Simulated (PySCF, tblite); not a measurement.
**C7H13OPSi: geometry, infrared bands and NMR shifts**

Wanted: the infrared bands and NMR shifts of C7H13OPSi (`CCC1=CC([SiH3])=C[P@]1(C)=O`), by calculation.

The runs use tblite 0.8.0 and PySCF 2.14.0, with density-fitted response routines of our own; the level of theory stands in each step. All values are computed, except where a source is named. Atoms are numbered from 0 throughout.

**1. The molecule as given**

23 atoms, charge 0, multiplicity 1; geometry from: force field or distance geometry start.

Bonds of the start (Å): C0–C1 1.52, C1–C2 1.51, C2–C3 1.34, C3–C4 1.46, C4–Si5 1.82, C4–C6 1.34, C6–P7 1.77, P7–C8 1.79, P7–O9 1.51, P7–C2 1.77, C0–H10 1.10, C0–H11 1.09, C0–H12 1.11, C1–H13 1.09, C1–H14 1.08, C3–H15 1.07, Si5–H16 1.48, Si5–H17 1.48, Si5–H18 1.49, C6–H19 1.09, C8–H20 1.09, C8–H21 1.10, C8–H22 1.09.

**2. Optimising the geometry with GFN2-xTB**

Job settings and geometry (Å):

```
{"job": {"kind": "relax", "xc": "GFN2-xTB", "basis": "xTB"}, "charge": 0, "multiplicity": 1}
C     -2.500300    -1.759400    -0.304700
C     -1.762300    -0.658600    -1.055700
C     -0.478600    -0.291700    -0.357200
C      0.764700    -0.554100    -0.781200
C      1.788800    -0.050700     0.131900
Si     3.554000    -0.334600    -0.223500
C      1.263200     0.610700     1.175100
P     -0.503900     0.643100     1.151000
C     -0.862300     2.309500     0.605900
O     -1.343700     0.256500     2.345200
H     -3.417300    -2.033100    -0.856300
H     -1.898000    -2.659500    -0.192400
H     -2.818600    -1.425900     0.704600
H     -2.390800     0.222200    -1.142100
H     -1.551100    -0.997700    -2.064100
H      0.989100    -1.114600    -1.664300
H      4.007200    -1.609900     0.387600
H      3.791100    -0.399800    -1.686700
H      4.372500     0.776000     0.349400
H      1.839900     1.060200     1.984500
H     -0.272700     2.604100    -0.261800
H     -0.657200     3.022900     1.413300
H     -1.918400     2.411400     0.352000
```

Command:

```sh
OMP_NUM_THREADS=1 python probes_run.py task.json out
```

One launch serves the whole session: the jobs run in the order shown.

**Question.** This job is followed by: GFN2-xTB harmonic vibrations, gas phase; GIAO PBE0/pcSseg-1 NMR shielding, non-relativistic, gas phase. Predict these results of the whole session: strongest single infrared mode (GFN2-xTB); zero-point energy (GFN2-xTB); ¹³C shifts against TMS (PBE0/pcSseg-1); ¹H shifts against TMS (PBE0/pcSseg-1, means over atoms taken as alike); ²⁹Si shifts against TMS (PBE0/pcSseg-1); ³¹P shifts against H3PO4 (PBE0/pcSseg-1); ¹⁷O shifts against H2O (PBE0/pcSseg-1).

**Answer**, as computed:

| quantity | value |
| --- | --- |
| strongest single infrared mode (GFN2-xTB) | 777 cm⁻¹, 386 km/mol |
| zero-point energy (GFN2-xTB) | 109.5 kcal/mol |
| ¹³C shifts against TMS (PBE0/pcSseg-1) | 156.8, 153.6, 149.1, 138.5, 29.0, 17.1, 16.0 ppm |
| ¹H shifts against TMS (PBE0/pcSseg-1, means over atoms taken as alike) | 6.63, 6.33, 4.22, 2.50, 2.44, 1.46, 1.42 ppm |
| ²⁹Si shifts against TMS (PBE0/pcSseg-1) | -74.8 ppm |
| ³¹P shifts against H3PO4 (PBE0/pcSseg-1) | 26.8 ppm |
| ¹⁷O shifts against H2O (PBE0/pcSseg-1) | 76.0 ppm |

What this shows: The optimisation took 135 steps and gained 0.327 eV; among the close pairs (by a distance rule), C4–Si5 changed most, from 1.823 to 1.884 Å. No mode is imaginary among the 63: a minimum at this level. GFN2-xTB is a fitted tight-binding method: band positions and strengths are rough. Its intensities can rank the bands wrongly.
